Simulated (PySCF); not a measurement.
# CH2=CFCOOEt (C5H7FO2): NMR shifts in gas and solvents, part 2 of 2

PySCF 2.14.0. Atoms count from 0.

## 7. Nuclear shieldings: WP04/pcSseg-2 in chloroform

Job settings and geometry (Å):

```
{"job": {"kind": "nmr", "xc": "WP04", "basis": "pcSseg-2", "pop": false, "solvent": "chloroform"}, "charge": 0, "multiplicity": 1}
C      3.249153     0.214267     0.379113
C      2.031502     0.409932    -0.094557
F      1.802221     1.213712    -1.133418
C      0.824017    -0.239567     0.489861
O      0.875486    -1.014344     1.408248
O     -0.288233     0.144072    -0.124446
C     -1.502923    -0.428521     0.380428
C     -2.645604     0.178140    -0.386133
H      3.377017    -0.448785     1.222264
H      4.105562     0.703775    -0.063783
H     -1.453127    -1.513038     0.256386
H     -1.566807    -0.222946     1.451296
H     -2.677655     1.260091    -0.247754
H     -2.554619    -0.030733    -1.453303
H     -3.589022    -0.242199    -0.032307
```

Level: GIAO WP04/pcSseg-2 NMR shielding, non-relativistic, IEF-PCM chloroform.

The program printed:

```text
coarse grid: 13032 points
cycle   1  E = -454.2658983979  dE =  1.218e+00  |g| = 1.481e+00  |ddm| = 2.600e+00
cycle   2  E = -453.3417332741  dE =  9.242e-01  |g| = 2.654e+00  |ddm| = 2.241e+00
cycle   3  E = -454.5808103402  dE = -1.239e+00  |g| = 4.799e-01  |ddm| = 1.766e+00
cycle   4  E = -454.6194528362  dE = -3.864e-02  |g| = 2.161e-01  |ddm| = 3.575e-01
cycle   5  E = -454.6264348824  dE = -6.982e-03  |g| = 6.951e-02  |ddm| = 1.212e-01
cycle   6  E = -454.6274157188  dE = -9.808e-04  |g| = 1.045e-02  |ddm| = 4.667e-02
cycle   7  E = -454.6274351811  dE = -1.946e-05  |g| = 3.679e-03  |ddm| = 6.997e-03
cycle   8  E = -454.6274379431  dE = -2.762e-06  |g| = 1.058e-03  |ddm| = 2.634e-03
final grid: 127664 points
cycle   9  E = -454.6266285828  dE = -1.965e-04  |g| = 1.056e-02  |ddm| = 6.237e-02
cycle  10  E = -454.6265948954  dE =  3.369e-05  |g| = 1.668e-02  |ddm| = 1.445e-02
cycle  11  E = -454.6266509411  dE = -5.605e-05  |g| = 2.693e-03  |ddm| = 9.543e-03
cycle  12  E = -454.6266522436  dE = -1.303e-06  |g| = 8.480e-04  |ddm| = 1.895e-03
cycle  13  E = -454.6266523249  dE = -8.131e-08  |g| = 5.263e-04  |ddm| = 6.087e-04
cycle  14  E = -454.6266523736  dE = -4.869e-08  |g| = 1.079e-04  |ddm| = 3.010e-04
cycle  15  E = -454.6266523760  dE = -2.343e-09  |g| = 2.963e-05  |ddm| = 7.538e-05
cycle  16  E = -454.6266523762  dE = -1.858e-10  |g| = 1.128e-05  |ddm| = 2.147e-05
converged SCF energy = -454.6266523762

GIAO shielding tensors (ppm)
atom      isotropic    diamagn.    paramagn.     s11        s22        s33       span
  0 C       58.036     255.288    -197.252    -51.032     65.286    159.854    210.887
  1 C        5.073     250.928    -245.855    -96.131     54.106     57.244    153.376
  2 F      303.993     472.989    -168.996    222.838    312.019    377.124    154.286
  3 C        0.998     255.060    -254.062    -92.520     39.684     55.830    148.350
  4 O      -58.969     399.889    -458.858   -288.652   -200.790    312.535    601.187
  5 O      102.592     397.770    -295.179    -79.887    188.765    198.898    278.785
  6 C      103.746     241.507    -137.761     76.964     86.950    147.324     70.360
  7 C      157.861     237.198     -79.337    145.030    156.158    172.394     27.363
  8 H       25.665      30.556      -4.891     23.760     23.967     29.268      5.508
  9 H       26.287      28.420      -2.133     23.967     25.310     29.585      5.619
 10 H       27.751      31.449      -3.698     23.506     28.315     31.431      7.924
 11 H       27.641      31.381      -3.740     23.335     28.519     31.070      7.735
 12 H       30.420      29.495       0.925     26.979     28.671     35.609      8.630
 13 H       30.387      29.626       0.761     26.926     28.666     35.568      8.643
 14 H       30.601      26.814       3.786     26.816     28.074     36.912     10.096
```

Run time: 35 s. Hardware: 2 threads of AMD EPYC 9R14, shared host; peak memory 2.6 GiB.

Key values: δ C3 174.1, C1 170.0, C0 117.1, C6 71.4, H8 6.20, H9 5.58 ppm.

## 8. Shielding tensors: wB97X-D/pcSseg-2 in chloroform

The job, as its differences from that of step 7:

```diff
@@ -1,2 +1,2 @@
-{"job": {"kind": "nmr", "xc": "WP04", "basis": "pcSseg-2", "pop": false, "solvent": "chloroform"}, "charge": 0, "multiplicity": 1}
+{"job": {"kind": "nmr", "xc": "wB97X-D", "basis": "pcSseg-2", "pop": false, "solvent": "chloroform"}, "charge": 0, "multiplicity": 1}
 C      3.249153     0.214267     0.379113
```

With the program's defaults for keys left out, this is: GIAO wB97X-D/pcSseg-2 NMR shielding, non-relativistic, IEF-PCM chloroform.

The program printed:

```text
coarse grid: 13032 points
cycle   1  E = -444.8579123888  dE =  1.472e+00  |g| = 1.079e+00  |ddm| = 2.621e+00
cycle   2  E = -444.7269718293  dE =  1.309e-01  |g| = 1.440e+00  |ddm| = 1.153e+00
cycle   3  E = -445.0651480552  dE = -3.382e-01  |g| = 1.311e-01  |ddm| = 7.086e-01
cycle   4  E = -445.0671976652  dE = -2.050e-03  |g| = 8.081e-02  |ddm| = 9.062e-02
cycle   5  E = -445.0682515374  dE = -1.054e-03  |g| = 1.290e-02  |ddm| = 4.132e-02
cycle   6  E = -445.0682872395  dE = -3.570e-05  |g| = 3.875e-03  |ddm| = 1.202e-02
cycle   7  E = -445.0682913052  dE = -4.066e-06  |g| = 9.432e-04  |ddm| = 3.798e-03
final grid: 127664 points
cycle   8  E = -445.0623525624  dE = -3.144e-04  |g| = 9.331e-03  |ddm| = 6.226e-02
cycle   9  E = -445.0623537483  dE = -1.186e-06  |g| = 9.619e-03  |ddm| = 1.078e-02
cycle  10  E = -445.0623671925  dE = -1.344e-05  |g| = 8.769e-04  |ddm| = 4.422e-03
cycle  11  E = -445.0623672976  dE = -1.051e-07  |g| = 5.027e-04  |ddm| = 8.922e-04
cycle  12  E = -445.0623673525  dE = -5.491e-08  |g| = 1.346e-04  |ddm| = 3.412e-04
cycle  13  E = -445.0623673558  dE = -3.285e-09  |g| = 5.163e-05  |ddm| = 1.089e-04
cycle  14  E = -445.0623673567  dE = -9.311e-10  |g| = 1.394e-05  |ddm| = 6.714e-05
converged SCF energy = -445.0623673567

GIAO shielding tensors (ppm)
atom      isotropic    diamagn.    paramagn.     s11        s22        s33       span
  0 C       70.558     257.205    -186.647    -42.236     82.430    171.479    213.715
  1 C       16.769     249.101    -232.332    -90.681     69.527     71.460    162.142
  2 F      308.102     469.441    -161.339    226.316    306.695    391.295    164.979
  3 C       12.484     253.756    -241.272    -80.617     48.769     69.301    149.918
  4 O      -53.965     399.460    -453.425   -295.331   -193.055    326.492    621.823
  5 O      120.241     397.018    -276.777    -65.702    210.026    216.399    282.101
  6 C      119.531     241.716    -122.185     95.192    101.942    161.460     66.268
  7 C      171.294     236.338     -65.044    158.164    170.189    185.529     27.365
  8 H       25.259      30.554      -5.295     23.345     23.513     28.919      5.574
  9 H       25.853      28.794      -2.941     23.389     24.853     29.316      5.927
 10 H       27.524      31.180      -3.656     22.973     28.036     31.562      8.589
 11 H       27.412      31.211      -3.799     22.808     28.269     31.158      8.350
 12 H       30.190      28.815       1.375     26.438     28.235     35.896      9.458
 13 H       30.155      28.924       1.230     26.382     28.231     35.851      9.469
 14 H       30.331      26.617       3.714     26.187     27.606     37.200     11.013
```

Wall time 44 s (2 threads of AMD EPYC 9R14, shared host); peak memory 2.6 GiB.

Key values: δ C3 174.6, C1 170.3, C0 116.5, C6 67.6, H8 6.35, H9 5.76 ppm.

## 9. Side by side: NMR shifts

Shifts (ppm) of some atoms, chosen among heavy atoms and hydrogens apart, with basis size and wall time (the measured row can stand on another reference than the computed rows):

| run | C3 | C0 | H8 | H9 | F2 | O4 | O5 | functions | time |
| --- | --- | --- | --- | --- | --- | --- | --- | --- | --- |
| PBE0/pcSseg-2 | 170.9 | 111.8 | 6.18 | 5.38 | -121.0 | 403.2 | 212.2 | 386 | 40 s |
| KT3/pcSseg-2 | 159.0 | 99.8 | 5.90 | 5.05 | -134.6 | 373.9 | 215.2 | 386 | 42 s |
| wB97X-D/pcSseg-2 | 172.6 | 113.2 | 6.19 | 5.44 | -116.7 | 402.0 | 205.1 | 386 | 42 s |
| B97-2/pcSseg-2 | 168.0 | 109.3 | 6.11 | 5.32 | -120.4 | 392.6 | 208.5 | 386 | 32 s |
| WP04/pcSseg-2 in chloroform | 174.1 | 117.1 | 6.20 | 5.58 | -125.0 | 382.4 | 220.8 | 386 | 35 s |
| wB97X-D/pcSseg-2 in chloroform | 174.6 | 116.5 | 6.35 | 5.76 | -120.9 | 389.1 | 214.9 | 386 | 44 s |
| measured | – | – | – | – | -117.6 | – | – | – | – |

Measured: G. Saielli, R. Bini, A. Bagno, Computational 19F NMR. 2. Organic compounds, RSC Adv. 2014, ESI (exp. from Berger-Braun-Kalinowski 1994 and Everett 1995).

## 10. What came out

The summary covers parts 1 to 2.

| quantity | value |
| --- | --- |
| point group | C1 |
| rotational constants (main isotopes) | 4.23, 1.25, 0.98 GHz |
| ¹³C shifts against TMS (PBE0/pcSseg-2) | 170.9, 168.9, 111.8, 66.2, 15.4 ppm |
| ¹H shifts against TMS (PBE0/pcSseg-2, means over atoms taken as alike) | 6.18, 5.38, 4.11, 1.33 ppm |
| ¹⁹F shifts against CFCl3 (PBE0/pcSseg-2) | -121.0 ppm |
| ¹⁷O shifts against H2O (PBE0/pcSseg-2) | 403.2, 212.2 ppm |
| measured, and computed on the same scale | F2 δ -117.6, -121.0 ppm |
| surface potential, 1st and 99th percentile | -1.45 V and 1.11 V |
| range of the shift of O4 (wB97X-D/pcSseg-2 runs) | 389.1 to 402.0 ppm |

In words: Relaxing lowered the energy by 0.120 eV in 7 steps; the close pair that moved most is C1–C3, from 1.457 to 1.490 Å. No frequency check was run at this level, so the end point may be a saddle. C3 (ester carbonyl carbon) lies farthest downfield among carbon, at 170.9 ppm; it is a carbonyl in resonance with an O or N lone pair, the region of acids, esters and amides. At PBE0/pcSseg-2: The largest span, 646 ppm, is at O4, where the paramagnetic term is -473 ppm. The one measured ¹⁹F shift is missed by -3.4 ppm (computed less measured, unscaled). Vibration, temperature and solvent are missing from the calculation, and it holds one conformer, so part of the miss against the measured shifts is not the functional's. At PBE0/pcSseg-2, counted by nearest atom on the grid, the HOMO lies on C0, C1 about 33 % each; F2 13 %, the LUMO on C0, C3 about 22 % each; C1 17 %. At one level, wB97X-D/pcSseg-2: Across the 2 runs the shift of O4 moves most, between 389.1 (wB97X-D/pcSseg-2 in chloroform) and 402.0 ppm (wB97X-D/pcSseg-2).
